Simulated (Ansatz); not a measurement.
# C2H9NSi2: the cost of one run

Program: Ansatz 0.2.0. Level of theory: RKS B3LYP-D4/def2-SVP. These are calculated values, not measurements.

1 further run of the same task is left out (it didn't finish).

## 1. The structure to begin with

Bond lengths: N1–Si2 1.649 Å, Si2–C3 1.885 Å, C3–C4 1.587 Å, Si2–Si5 2.249 Å, C4–Si5 1.935 Å, N1–H6 1.062 Å, N1–H7 1.047 Å, Si2–H8 1.434 Å, C3–H9 1.146 Å, C3–H10 1.109 Å, C4–H11 1.166 Å, C4–H12 1.055 Å, Si5–H13 1.459 Å, Si5–H14 1.463 Å. Angles (14 of 27 angles, heavy atoms first): N1–Si2–C3 112.2°, N1–Si2–Si5 119.1°, C3–Si2–Si5 78.0°, Si2–C3–C4 97.9°, C3–C4–Si5 95.4°, Si2–Si5–C4 77.4°, N1–Si2–H8 111.6°, C3–Si2–H8 113.3°, Si5–Si2–H8 118.2°, Si2–N1–H6 112.1°, Si2–N1–H7 111.7°, Si2–C3–H9 114.2°, Si2–C3–H10 116.3°, C4–C3–H9 110.4°.

Coordinates:

```xyz
14

N    -0.7373    2.1259   -0.5331
Si   -0.8155    0.4982   -0.2792
C     0.2107   -0.0414    1.2076
C     0.7506   -1.4111    0.6149
Si    0.7263   -0.8335   -1.2320
H    -1.2672    2.6726    0.2080
H    -1.2678    2.4109   -1.3899
H    -2.1720    0.0366   -0.2299
H     1.0837    0.6591    1.4544
H    -0.3291   -0.1227    2.1735
H    -0.0641   -2.2276    0.7840
H     1.6657   -1.7752    0.9923
H     1.9776   -0.1706   -1.5850
H     0.2255   -1.8503   -2.1566
```

## 2. Relaxing end A

input.yaml

```yaml
crystal:
  periodic: [false, false, false]
  atoms:
    - { symbol: "N", position_ang: [-0.7373, 2.1259, -0.5331] }
    - { symbol: Si, position_ang: [-0.8155, 0.4982, -0.2792] }
    - { symbol: C, position_ang: [0.2107, -0.0414, 1.2076] }
    - { symbol: C, position_ang: [0.7506, -1.4111, 0.6149] }
    - { symbol: Si, position_ang: [0.7263, -0.8335, -1.232] }
    - { symbol: H, position_ang: [-1.2672, 2.6726, 0.208] }
    - { symbol: H, position_ang: [-1.2678, 2.4109, -1.3899] }
    - { symbol: H, position_ang: [-2.172, 0.0366, -0.2299] }
    - { symbol: H, position_ang: [1.0837, 0.6591, 1.4544] }
    - { symbol: H, position_ang: [-0.3291, -0.1227, 2.1735] }
    - { symbol: H, position_ang: [-0.0641, -2.2276, 0.784] }
    - { symbol: H, position_ang: [1.6657, -1.7752, 0.9923] }
    - { symbol: H, position_ang: [1.9776, -0.1706, -1.585] }
    - { symbol: H, position_ang: [0.2255, -1.8503, -2.1566] }
basis:
  gaussian: { orbitals: def2-SVP }
hamiltonian:
  xc: b3lyp
  dispersion: d4
relax:
  f_tol: 0.015
  max_steps: 40
```

Command:

```
ansatz run input.yaml --threads 2 --pin off --max-ram 3072MiB --backend cpu --events-out ev --progress --plain --runs-dir out
```

Q: Estimate wall time and peak memory on 2 threads of Arm Neoverse V1, shared host.

About 78 s, with a peak of 0.3 GiB.
